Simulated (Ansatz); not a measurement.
# C2H2AlF: how energies converge with the basis set

How large a basis does C2H2AlF need? Two functionals are run in growing sets.

Program: Ansatz 0.2.0, Gaussian basis. Level of theory: one geometry, several basis sets. These are calculated values, not measurements.

Levels to be run: PBE0-D4/def2-SVP; ωB97M-V/def2-SVP; PBE0-D4/def2-QZVPP; ωB97M-V/def2-QZVPP; the functionals' def2-TZVPP values are taken from earlier runs.

### 1 The geometry

An earlier PBE0-D4 in a triple-zeta def2 set relaxation fixed the geometry.

SMILES `C#[C][AlH][F]`, 6 atoms, charge 0, spin multiplicity 1.

Atoms are counted from 1 here; the program's logs count them from 0.

Bond lengths: C1–C2 1.210 Å, C1–H5 1.067 Å, C2–Al3 1.894 Å, Al3–F4 1.645 Å, Al3–H6 1.567 Å. Angles: C2–C1–H5 179.7°, C1–C2–Al3 178.2°, C2–Al3–F4 117.6°, C2–Al3–H6 124.1°, F4–Al3–H6 118.2°.

### 2 PBE0-D4 in def2-SVP

File in.yaml:

```yaml
crystal:
  periodic: [false, false, false]
  atoms:
    - {symbol: C, position_ang: [1.661888, -0.284785, -0.787047]}
    - {symbol: C, position_ang: [0.576934, -0.111614, -0.280488]}
    - {symbol: Al, position_ang: [-1.100237, 0.209681, 0.538117]}
    - {symbol: F, position_ang: [-2.307588, -0.871416, 0.253864]}
    - {symbol: H, position_ang: [2.616996, -0.441715, -1.235955]}
    - {symbol: H, position_ang: [-1.405893, 1.435748, 1.465308]}
basis:
  gaussian: {orbitals: def2-SVP}
hamiltonian: {xc: pbe0, dispersion: d4}
output: {orbitals: {seedname: orbitals}}
```

Further steps of the session: ωB97M-V in def2-SVP; PBE0-D4 in def2-QZVPP; ωB97M-V in def2-QZVPP.

Q: Predict the results of all the runs planned. Wanted: PBE0-D4: double and triple zeta above quadruple; ωB97M-V: double and triple zeta above quadruple.

The runs gave:

```
                                       quantity          value
PBE0-D4: double and triple zeta above quadruple  8.68, 0.49 eV
ωB97M-V: double and triple zeta above quadruple  8.80, 0.45 eV
```

**Reading.** PBE0-D4 gains 8.19 eV from double to triple zeta, then 0.49 eV more. Total energies overstate the basis error of differences, where much of it tends to cancel.
